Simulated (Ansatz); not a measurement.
# InH3+ (doublet): the correlation ladder at angle H3–In1–H4 = 159.8°, def2-SVP

Aim: climb from Hartree-Fock through coupled cluster and multireference methods for InH3+ (doublet) at one geometry and basis, and see what each rung misses.

Computed with Ansatz 0.2.0, Gaussian basis. Level: def2-SVP, core rule «outside noble gas», up to 9 orbitals frozen.

To be run: UHF; CCSD(T) on ROHF; CCSD(T) on UHF; BCCD(T) on ROHF; CISD; CCSDT(Q) on ROHF; CCSDT(Q) on UHF; CASSCF and MRCISD+Q, 3 electrons in 3 orbitals; CASSCF and NEVPT2, 3 electrons in 3 orbitals; Full CI.

32 further runs of the same task are left out: 16 for a known fault of the program, 2 for a mislabelled method, 11 that didn't finish, 3 set aside as unsound or not needed.

**1. The system**

The geometry derives from a PBE0/def2-TZVP stationary point (not a proven minimum). One angle is set to the value named; bond lengths are kept. No spin-orbit coupling is included. Elements past krypton take def2 core potentials.

4 atoms, charge 1, spin multiplicity 2.

Atoms are counted from 1 here; the program's logs count them from 0.

Bond lengths: In1–H3 1.669 Å, In1–H4 1.668 Å. Angles: H3–In1–H4 159.8°.

**2. UHF**

in.yaml

```yaml
crystal:
  periodic: [false, false, false]
  atoms:
    - {symbol: In, position_ang: [0.000000, -0.015113, 0.000447]}
    - {symbol: H, position_ang: [0.000000, 2.336726, -0.068541]}
    - {symbol: H, position_ang: [0.000000, -0.354876, -1.633102]}
    - {symbol: H, position_ang: [0.000000, -0.260291, 1.650717]}
basis:
  gaussian: {orbitals: def2-SVP}
total_charge: 1
magnetization: {spin_polarized: true, initial_magnetization: 1}
hamiltonian: {xc: hf}
output: {orbitals: {seedname: orbitals}}
```

Command:

```
$ ansatz run in.yaml --threads 1 --pin off --events-out ev --progress --plain --max-ram 2393MiB
```

After this run come: CCSD(T) on ROHF; CCSD(T) on UHF; BCCD(T) on ROHF; CISD; CCSDT(Q) on ROHF; CCSDT(Q) on UHF; CASSCF and MRCISD+Q, 3 electrons in 3 orbitals; CASSCF and NEVPT2, 3 electrons in 3 orbitals; Full CI.

Before running them: what should the planned runs give, taken together? Wanted: FCI below the RHF energy; RMP2 from FCI; UMP2 from FCI; RCCSD from FCI; RCCSD(T) from FCI; UCCSD(T) from FCI; RCCSDT(Q) from FCI; UCCSDT(Q) from FCI; NEVPT2 pair from FCI.

As calculated:

| quantity | value |
| --- | --- |
| FCI below the RHF energy | -1.7687 eV |
| RMP2 from FCI | +10.94 kcal/mol |
| UMP2 from FCI | +10.86 kcal/mol |
| RCCSD from FCI | +0.64 kcal/mol |
| RCCSD(T) from FCI | +0.19 kcal/mol |
| UCCSD(T) from FCI | +0.17 kcal/mol |
| RCCSDT(Q) from FCI | -0.01 kcal/mol |
| UCCSDT(Q) from FCI | -0.03 kcal/mol |
| NEVPT2 pair from FCI | +9.51 kcal/mol |
| MRCISD+Q pair from FCI | -0.46 kcal/mol |
| levels within 1 kcal/mol (43 meV) | RCCSD, UCCSD, RCCSD(T), UCCSD(T), BCCD(T), RCCSDT, UCCSDT, RCCSDT(Q), UCCSDT(Q), MRCISD pair, MRCISD+Q pair |
| T1 diagnostic | 0.017 |
| effectively unpaired electrons | 1.03 |

RCCSD(T) misses by +0.19 kcal/mol, 0.5 % of the correlation energy. MRCISD+Q pair falls below full CI: the +Q correction isn't variational, and the cores differ from full CI's. One determinant dominates. Of the multireference levels listed MRCISD+Q pair comes nearest in total energy (-0.46 kcal/mol), which doesn't show that its space is the better one. These misses are within one basis, not against nature; the frozen cores of restricted and unrestricted runs differ, which can shift their rows.
